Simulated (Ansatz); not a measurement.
# STi: the cost of one run

Method: def2-TZVPP, core rule «outside noble gas», up to 14 orbitals frozen; program: Ansatz 0.2.0, Gaussian basis.

To be run: UHF; CCSD(T) on ROHF; CCSD(T) on UHF; CCSDT(Q) on ROHF; CCSDT(Q) on UHF.

16 further runs of the same task are left out: 10 for a known fault of the program, 6 set aside as unsound or not needed.

### Step 1. The geometry

The geometry is a PBE0/def2-TZVP stationary point (not a proven minimum) of the parent state, kept for this charge and spin.

2 atoms, charge 1, spin multiplicity 2.

Atoms are counted from 1 here; the program's logs count them from 0.

Bond lengths: Ti1–S2 2.066 Å.

### Step 2. UHF

Input file in.yaml:

```yaml
crystal:
  periodic: [false, false, false]
  atoms:
    - {symbol: Ti, position_ang: [0.000000, 0.000000, 0.000000]}
    - {symbol: S, position_ang: [0.000000, 0.000000, 2.066400]}
basis:
  gaussian: {orbitals: def2-TZVPP}
total_charge: 1
magnetization: {spin_polarized: true, initial_magnetization: 1}
hamiltonian: {xc: hf}
output: {orbitals: {seedname: orbitals}}
```

Run with:

```sh
$ ansatz run in.yaml --threads 1 --pin off --events-out ev --progress --plain --max-ram 2816MiB --backend cpu
```

**Question.** How long does this run take on 1 thread of AMD EPYC 7R13, shared host, and how much memory does it need?

About 46 s, with a peak of 0.34 GiB.
